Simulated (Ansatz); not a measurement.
**Ge5S: what a guessed cell relaxes into**

Aim: relax a trial structure of Ge5S and see where it ends.

Computed with Ansatz 0.2.0 (DFT PBE, scalar-relativistic, plane waves, PAW, unless a step's input says otherwise).

### 1 The starting structure

It takes space group F-43m (No. 216, cubic). Conventional cell: a = 7.844 Å, b = 7.844 Å, c = 7.844 Å, α = 90.00°, β = 90.00°, γ = 90.00°. Ge (site symmetry 3m) has 9 Ge at 2.77 to 3.25 Å and 3 S at 3.25 Å as nearest neighbours. Around Ge (site symmetry -43m) lie 12 Ge at 3.25 Å and 4 S at 3.40 Å. S (site symmetry -43m) has 16 Ge at 3.25 to 3.40 Å as nearest neighbours.

As a file:

```
CELL_PARAMETERS angstrom
0.00000 3.92214 3.92214
3.92214 0.00000 3.92214
3.92214 3.92214 0.00000
ATOMIC_POSITIONS crystal
Ge 0.12500 0.62500 0.62500
Ge 0.62500 0.62500 0.62500
Ge 0.62500 0.12500 0.62500
Ge 0.62500 0.62500 0.12500
Ge 0.25000 0.25000 0.25000
S 0.00000 0.00000 0.00000
```

The cell is invented: species swapped into a database cell of Be5Au (F-43m, No. 216), with Ge on the Be sites and S on the Au sites. Lengths come from tabulated atomic sizes and are only a guess.

### 2 The guess as it stands, on a coarse mesh

Contents of input.yaml:

```yaml
crystal:
  lattice:
    - [0.0, 3.92214293, 3.92214293]
    - [3.92214293, 0.0, 3.92214293]
    - [3.92214293, 3.92214293, 0.0]
  atoms:
    - { symbol: Ge, position: [0.125, 0.625, 0.625] }
    - { symbol: Ge, position: [0.625, 0.625, 0.625] }
    - { symbol: Ge, position: [0.625, 0.125, 0.625] }
    - { symbol: Ge, position: [0.625, 0.625, 0.125] }
    - { symbol: Ge, position: [0.25, 0.25, 0.25] }
    - { symbol: S, position: [0.0, 0.0, 0.0] }
basis:
  ecutwfc: 420
kpoints:
  mp_grid: { grid: [4, 4, 4] }
hamiltonian:
  xc: pbe
scf:
  occupations: { method: gaussian, width: 0.1 }
  lower_state_search: "off"
output:
  forces: true
  stress: true
  eigenvalues: true
```

Launch:

```
$ ansatz run input.yaml --threads 1 --pin off --max-ram 2560MiB --backend cpu --events-out ev --progress --plain --runs-dir out
```

Further runs follow: final relaxation.

Q: Predict the outcome of this session. Wanted: conventional cell; volume; energy over the elements; gap on the mesh.

**Answer**, as computed:

| quantity | value |
| --- | --- |
| symmetry at the end (tolerance 0.05 Å) | space group F-43m (No. 216) |
| conventional cell | a = 7.822 Å, b = 7.822 Å, c = 7.822 Å, α = 90.00°, β = 90.00°, γ = 90.00° |
| volume | 19.94 Å³/atom |
| energy over the elements | +0.47 eV/atom |
| gap on the mesh | none (metal) |

What this shows: The space group F-43m (No. 216) is kept, and the volume per atom shrinks by 0.9 % from the first guess. The formation energy is positive, so the separate elements lie lower. No finished test with a distortion of lower symmetry is shown, so the end may be a saddle point.
